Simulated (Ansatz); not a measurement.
**Cl₃FH₂MoO₂: how energies converge with the basis set**

One table from this session's results is given with a row withheld; the runs are named, their logs left out.

Computed with Ansatz 0.2.0, Gaussian basis. Level: one geometry, several basis sets.

The runs, in order: PBE0-D4/def2-SVP; ωB97M-V/def2-SVP; PBE0-D4/def2-QZVPP; ωB97M-V/def2-QZVPP; the functionals' def2-TZVPP values are taken from earlier runs.

2 further runs of the same task are left out: 2 for a known fault of the program. Runs told in other sessions of the task aren't counted.

## Structure used throughout

The geometry comes from an earlier relaxation with PBE0-D4 in a triple-zeta def2 set; it is a stationary point, not always the lowest conformer. Mo takes the def2 core potential; no spin-orbit term is included.

SMILES `[OH][Mo]([OH])([F])([Cl])([Cl])[Cl]`, 9 atoms, charge 0, spin multiplicity 1.

Atoms are counted from 1 here; the program's logs count them from 0.

Bond lengths: O1–Mo2 1.846 Å, O1–H8 0.966 Å, Mo2–O3 1.844 Å, Mo2–F4 1.875 Å, Mo2–Cl5 2.348 Å, Mo2–Cl6 2.263 Å, Mo2–Cl7 2.280 Å, O3–H9 0.965 Å. Angles: Mo2–O1–H8 121.2°, O1–Mo2–O3 95.3°, O1–Mo2–F4 81.1°, O1–Mo2–Cl5 167.5°, O1–Mo2–Cl6 90.8°, O1–Mo2–Cl7 99.9°, O3–Mo2–F4 94.3°, O3–Mo2–Cl5 80.9°, O3–Mo2–Cl6 91.9°, O3–Mo2–Cl7 164.7°, F4–Mo2–Cl5 87.2°, F4–Mo2–Cl6 170.3°, F4–Mo2–Cl7 87.6°, Cl5–Mo2–Cl6 101.2°, Cl5–Mo2–Cl7 84.0°, Cl6–Mo2–Cl7 88.5°, Mo2–O3–H9 122.8°.

Geometry (Å):

```mol
Cl3FH2MoO2
  3D, bonds by distance, orders not assigned

  9  8  0  0  0  0  0  0  0  0999 V2000
   -1.4336   -1.0716    0.0976 O   0  0
   -0.1039    0.2041   -0.0068 Mo  0  0
    1.1021   -0.8764   -0.8886 O   0  0
    0.2958   -0.4930    1.6872 F   0  0
    1.8162    1.5367    0.2138 Cl  0  0
   -0.9514    0.9753   -1.9581 Cl  0  0
   -1.1372    1.9365    1.0561 Cl  0  0
   -1.5066   -1.6560    0.8632 H   0  0
    2.0072   -0.6019   -1.0814 H   0  0
  1  2  8  0
  2  3  8  0
  2  4  8  0
  2  5  8  0
  2  6  8  0
  2  7  8  0
  1  8  8  0
  3  9  8  0
M  END
```

The first run:

in.yaml reads:

```yaml
crystal:
  periodic: [false, false, false]
  atoms:
    - {symbol: O, position_ang: [-1.433615, -1.071619, 0.097576]}
    - {symbol: Mo, position_ang: [-0.103914, 0.204058, -0.006829]}
    - {symbol: O, position_ang: [1.102062, -0.876442, -0.888630]}
    - {symbol: F, position_ang: [0.295760, -0.492969, 1.687199]}
    - {symbol: Cl, position_ang: [1.816182, 1.536704, 0.213842]}
    - {symbol: Cl, position_ang: [-0.951394, 0.975295, -1.958060]}
    - {symbol: Cl, position_ang: [-1.137212, 1.936521, 1.056102]}
    - {symbol: H, position_ang: [-1.506604, -1.655970, 0.863195]}
    - {symbol: H, position_ang: [2.007234, -0.601879, -1.081396]}
basis:
  gaussian: {orbitals: def2-SVP}
hamiltonian: {xc: pbe0, dispersion: d4}
output: {orbitals: {seedname: orbitals}}
```

Command:

```bash
ansatz run in.yaml --threads 4 --pin off --events-out ev --progress --plain --max-ram 11315MiB
```

Steps of the session up to this table: PBE0-D4 in def2-SVP; ωB97M-V in def2-SVP; PBE0-D4 in def2-QZVPP; ωB97M-V in def2-QZVPP.

One of the session's tables, all rows but one given; the rest of the session is left out.

It belongs to the step «Functionals by basis». 

| functional | basis | HOMO (eV) | LUMO (eV) |
| --- | --- | --- | --- |
| PBE0-D4 | def2-SVP | -8.73 | -5.10 |
| PBE0-D4 | def2-TZVPP | ? | ? |
| PBE0-D4 | def2-QZVPP | -8.74 | -5.04 |
| ωB97M-V | def2-SVP | -10.89 | -3.17 |
| ωB97M-V | def2-TZVPP | -10.94 | -3.15 |
| ωB97M-V | def2-QZVPP | -10.95 | -3.15 |

Q: Estimate the row for PBE0-D4, def2-TZVPP from the others.

**Answer.** HOMO (eV): -8.74; LUMO (eV): -5.05.
